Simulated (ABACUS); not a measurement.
Crystal: CsLiCr2Te2S3.

```
Cs Te Cr S Li
1.0
     3.31929    1.91639    6.87982
    -3.31929    1.91639    6.87982
     0.00000   -3.83279    6.87982
Cs Te Cr S Li
1 2 2 3 1
Direct
  0.00000 0.00000 0.00000
  0.67990 0.67990 0.67990
  0.32010 0.32010 0.32010
  0.79848 0.79848 0.79848
  0.20152 0.20152 0.20152
  0.13626 0.86374 0.50000
  0.50000 0.13626 0.86374
  0.86374 0.50000 0.13626
  0.50000 0.50000 0.50000
```

The cell was built by a generator and needn't be a form met in nature.

Base run:

```yaml
Program: ABACUS 3.10.1
Functional: PBE
Potentials_or_basis: PseudoDojo NC SR 0.4.1 PBE standard
Cutoff: 1361 eV
Density_cutoff: 5442 eV
Basis: DZP LCAO (the cutoffs set its grid)
k_mesh: 4 × 4 × 4
Occupations: fermi-dirac, width 0.05 eV
Spin: collinear spin, ferromagnetic start
Starting_moments: "[0.0, 0.0, 0.0, 3.0, 3.0, 0.0, 0.0, 0.0, 0.0] μB"
Fixed_moment: 3.5 μB
```

Its results: pressure 0.5 GPa; site moments Cs +0.01; Te -0.48; Cr +2.41; S -0.12; Li +0.01 μB; largest force 0.355 eV/Å.

The run is repeated on the same cell with these changes: fixed moment from 3.5 μB to 7 μB. What comes out?

Pressure 2.4 GPa; site moments Cs +0.05; Te +0.47; Cr +3.09; S -0.06; Li +0.01 μB; largest force 1.896 eV/Å.

Caveats: the atomic orbitals were generated for these runs and aren't a published set; the basis of atomic orbitals isn't converged, which shifts pressures, moduli and gaps; the total moment is fixed, so each spin has its own Fermi level; only a ferromagnetic start was run, and an antiferromagnetic order may lie lower in energy; the moment is held away from its start (some runs); forces of over 1 eV/Å show positions far from the minimum, so gaps and moduli don't describe the material at rest (some runs).
